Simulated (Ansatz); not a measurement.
Crystal: Cd3Se.

```
Cd Se
1.0
    -2.04095    2.04095    6.08708
     2.04095   -2.04095    6.08708
     2.04095    2.04095   -6.08708
Cd Se
3 1
Direct
  0.50000 0.50000 0.00000
  0.25000 0.75000 0.50000
  0.75000 0.25000 0.50000
  0.00000 0.00000 0.00000
```

The cell comes from a database or a generator and needn't be the stable form of this composition.

Below is the output of Ansatz 0.2.0 for this cell. Logs are shortened: lines on timing, memory, paths and dates and some standing lists are left out, and cuts for length are marked.

```text
Warning: RAYON_NUM_THREADS=2 ignored (pool sized by the plan → 2); use --threads N
scf.n_extra_bands = 10 over 38 filled bands (N_el = 76.0): the run solves 48 bands
Engine: ansatz 0.2.0, aarch64-unknown-linux-gnu
Pseudopotentials: kind: paw
Pseudopotential: Cd, paw, valence charge 20, recommended cutoff 500 eV (meta_gga), Cd.paw.azcp
Pseudopotential: Se, paw, valence charge 16, recommended cutoff 500 eV (meta_gga), Se.paw.azcp
Functional definition: r2SCAN
  parameter k0 = 0.174
  parameter k1 = 0.065
  parameter a1 = 4.9479
  exchange = r2scan_x(k0 = k0, k1 = k1, a1 = a1)
  correlation = r2scan_c
Crystal: 4 atoms, lattice volume = 101.423 Å³
Basis set: ecut = 500 eV, 2599 PW (Γ), exchange–correlation on 200×200×200 points (64 copies of the dense FFT grid, shifted against one another)
Bands: 48, of which v1, the nominal top of the filled ones, is band 38 counted from 1 (37 counted from 0)
Symmetry: 16 space group operations
Space group: I4/mmm (ITA 139), of the structure as read, at distance tolerance 4.7e-5 Å
k-points: 75 of 729
Non-local potential: Cd, projectors of the file, l = 0: 3, l = 1: 2, l = 2: 2, l = 3: 1
Non-local potential: Se, projectors of the file, l = 0: 2, l = 1: 2, l = 2: 3, l = 3: 1
PAW form: soft (Blöchl's): semilocal exchange-correlation on the pseudo side does not see the compensation charge
PAW frozen core: Cd, regenerated for the run's functional (the file was generated under x = pbe(κ = 0.804, μ = 0.2195149727645171), c = pbe(β = 0.06672455060314922))
[... 24 lines left out ...]
Fermi energy:    10.696272 eV
--- Per-component energies (eV) ---
  E_band       = -1817.360571
  E_kinetic    = 1633.759828
  E_local      = -12161.415400  (includes V_loc(G=0)·N_el)
  E_nonlocal   = -494.882889
  E_hartree    = 5732.578024
  E_xc         = -602.323713
  E_vxc        = -842.836177  (∫ρ·V_xc dr)
  E_paw        = -14241.560012  (= ΣΔE_a)
  E_vpaw       = -1474.885715  (= ΣTr[D̂ρ^β])
  E_aug_tail   = -0.000191  (compensation charges beyond the density's cutoff)
  E_vtau       = 57.746279  (kinetic-family band-sum trace: ∫τ·v_τ [+ j·A + Jᵃ·Aᵃ] dr)
  E_ewald      = -10145.687478
  E_core_change = -3.459082  (= ΣΔE_core)
  E_smearing   = -0.008158  (= −TS)
  E_closure    = 0.000000  (closes the sum)
  Σ components = -30282.999070   (vs F -30282.999070, Δ=0.00e0)
--- Forces (eV/Å), atoms counted from 1 ---
  atom   1  Cd    -0.00000000     0.00000000    -0.00000000
  atom   2  Cd     0.00000000     0.00000000     0.00000000
  atom   3  Cd     0.00000000     0.00000000     0.00000000
  atom   4  Se     0.00000000     0.00000000     0.00000000
  max |Σ_I F_I| component: 1.30e-18 eV/Å
--- Stress (GPa, compression-positive) ---
       -3.210846      -0.000000       0.000000
       -0.000000      -3.210846       0.000000
       -0.000000      -0.000000      -0.161998
  P = ⅓ Tr σ = -2.1946 GPa (-21.946 kbar)
--- Band table (eV; the first three rows and the last of 75) ---
  k-point 0: bands = ["-95.0009", "-94.9875", "-94.9802", "-55.2056", "-55.1485", "-55.1485", "-55.1296", "-55.1296", "-55.1208", "-55.1118", "-55.0965", "-55.0965", "-37.6728", "-37.6695", "-37.5987", "-37.5987", "-37.5769", "-2.8522", "0.6225", "0.8854", "1.0314", "1.4267", "1.4267", "1.5609", "1.6240", "1.6277", "1.6277", "1.6408", "2.0204", "2.0204", "2.0356", "2.2723", "2.7169", "4.8710", "6.9620", "8.4796", "8.4796", "10.2877", "13.0889", "13.4809", "13.4809", "15.2969", "15.7901", "18.3324", "19.4991", "19.4991", "21.0591", "21.6792"]
  k-point 1: bands = ["-95.0008", "-94.9871", "-94.9806", "-55.2056", "-55.1491", "-55.1420", "-55.1296", "-55.1296", "-55.1202", "-55.1123", "-55.1032", "-55.0960", "-37.6728", "-37.6694", "-37.5988", "-37.5988", "-37.5769", "-2.7582", "0.7021", "0.9762", "1.1315", "1.3978", "1.4959", "1.5653", "1.5793", "1.6146", "1.6169", "1.6536", "1.9171", "1.9949", "2.0285", "2.2123", "2.5551", "4.9358", "7.2044", "7.9426", "8.2138", "11.5111", "11.9993", "12.2354", "14.1024", "15.9514", "17.1753", "17.4120", "18.9921", "20.0156", "20.5494", "20.7941"]
  k-point 2: bands = ["-95.0008", "-94.9860", "-94.9817", "-55.2056", "-55.1506", "-55.1297", "-55.1297", "-55.1253", "-55.1201", "-55.1189", "-55.1136", "-55.0948", "-37.6728", "-37.6693", "-37.5988", "-37.5988", "-37.5769", "-2.5567", "0.8275", "1.2199", "1.3427", "1.4055", "1.5127", "1.5785", "1.5952", "1.6338", "1.6776", "1.6786", "1.7143", "1.7764", "2.0396", "2.0636", "2.2863", "5.2146", "7.5914", "7.6406", "7.7898", "10.8236", "10.9851", "12.8193", "14.1508", "15.3880", "16.2187", "18.3303", "19.6315", "20.1323", "20.2261", "20.2523"]
  k-point 74: bands = ["-95.0008", "-94.9873", "-94.9804", "-55.2056", "-55.1470", "-55.1470", "-55.1296", "-55.1296", "-55.1205", "-55.1121", "-55.0981", "-55.0981", "-37.6728", "-37.6695", "-37.5988", "-37.5987", "-37.5769", "-2.7735", "0.6711", "0.9219", "1.0787", "1.3507", "1.3600", "1.5347", "1.6122", "1.6753", "1.7257", "1.7398", "1.9900", "1.9956", "2.0498", "2.2406", "2.6291", "4.0898", "7.4094", "8.4940", "9.6416", "9.7794", "12.6643", "13.7988", "14.0643", "15.5231", "15.7790", "17.5851", "18.5847", "19.3670", "19.4594", "19.6595"]
```

Q: Write the input and the command behind it.

A: Band structure with r2SCAN, no spin polarisation. The files as run (others can give the same):

input.yaml
```yaml
crystal:
  lattice:
    - [-2.040953, 2.040953, 6.08708]
    - [2.040953, -2.040953, 6.08708]
    - [2.040953, 2.040953, -6.08708]
  atoms:
    - { symbol: Cd, position: [0.5, 0.5, 0.0] }
    - { symbol: Cd, position: [0.25, 0.75, 0.5] }
    - { symbol: Cd, position: [0.75, 0.25, 0.5] }
    - { symbol: Se, position: [0.0, 0.0, 0.0] }
hamiltonian:
  xc: r2scan
  pseudopotentials: { kind: paw }
kpoints:
  mp_grid: { grid: [9, 9, 9] }
  band_path:
    path:
      - [[0.0, 0.0, 0.0], [-0.5, 0.5, 0.0], [-0.5, 0.5, -0.0562105704], [-0.2781052852, 0.2781052852, -0.2781052852], [0.0, 0.0, 0.0], [0.5, 0.5, -0.5], [0.2781052852, 0.7218947148, -0.7218947148], [0.0, 0.5, -0.5], [-0.25, 0.75, -0.25], [0.0562105704, 0.9437894296, -0.5], [0.5, 0.5, -0.5]]
      - [[-0.5, 0.5, 0.0], [-0.25, 0.75, -0.25]]
    npoints: 14
scf:
  occupations: { method: fermi_dirac, width: 0.05 }
  n_extra_bands: 10
output:
  forces: true
  stress: true
  eigenvalues: true
  fatbands: false
  write_density: true
  write_potential: true
  elf: true
  volumetric_format: npy
```

Potentials or basis: Ansatz PAW.
The run is started by
```console
$ ansatz run input.yaml --threads 2 --pin off --max-ram 5632MiB --backend cpu --events-out ev --progress --plain --runs-dir out
```

Caveat: the PAW data sets come from PBE, with cores solved anew for the run's functional, which leaves a small shift of forces and pressure.
